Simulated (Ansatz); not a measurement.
# Mg: the cost of one run

Computed with Ansatz 0.2.0 (reference: DFT PBE, plane waves, PAW, scalar-relativistic, no spin polarisation, unless a step's input says otherwise).

2 further runs of the same task are left out: 1 for a known fault of the program, 1 set aside as unsound or not needed.

**1. Starting point**

Symmetry: P6_3/mmc, No. 194, hexagonal system. Conventional cell: a = 2.775 Å, b = 2.775 Å, c = 5.152 Å, α = 90.00°, β = 90.00°, γ = 120.00°. Mg (site symmetry -6m2) is surrounded by 12 Mg at 2.78 to 3.03 Å.

Coordinates:

```
Mg
1.0
     2.77514    0.00000    0.00000
    -1.38757    2.40334    0.00000
     0.00000    0.00000    5.15166
Mg
2
Direct
  0.33333 0.66667 0.25000
  0.66667 0.33333 0.75000
```

**2. The reference run**

The input, input.yaml:

```yaml
crystal:
  lattice:
    - [2.77514, 0.0, 0.0]
    - [-1.38757, 2.403344, 0.0]
    - [0.0, 0.0, 5.151656]
  atoms:
    - { symbol: Mg, position: [0.33333, 0.66667, 0.25] }
    - { symbol: Mg, position: [0.66666, 0.33333, 0.75] }
  symmetry: { tolerance: 0.0003 }
kpoints:
  mp_grid: { grid: [7, 7, 4], shift: [0, 0, 0] }
magnetization:
  spin_polarized: false
scf:
  occupations: { method: gaussian, width: 0.2702 }
hamiltonian:
  pseudopotentials: { kind: paw }
  xc: pbe
basis:
  ecutwfc: 420
output:
  forces: true
  stress: true
  eigenvalues: true
relax:
  max_steps: 40
  cell: {}
```

Command:

```
> ansatz run input.yaml --threads 1 --pin off --max-ram 2560MiB --backend cpu --events-out ev --progress --plain --runs-dir out
```

Q: Estimate wall time and peak memory on 1 thread of Intel Xeon 6975P-C (Granite Rapids), shared host.

About 3.6 s, with a peak of 0.32 GiB.
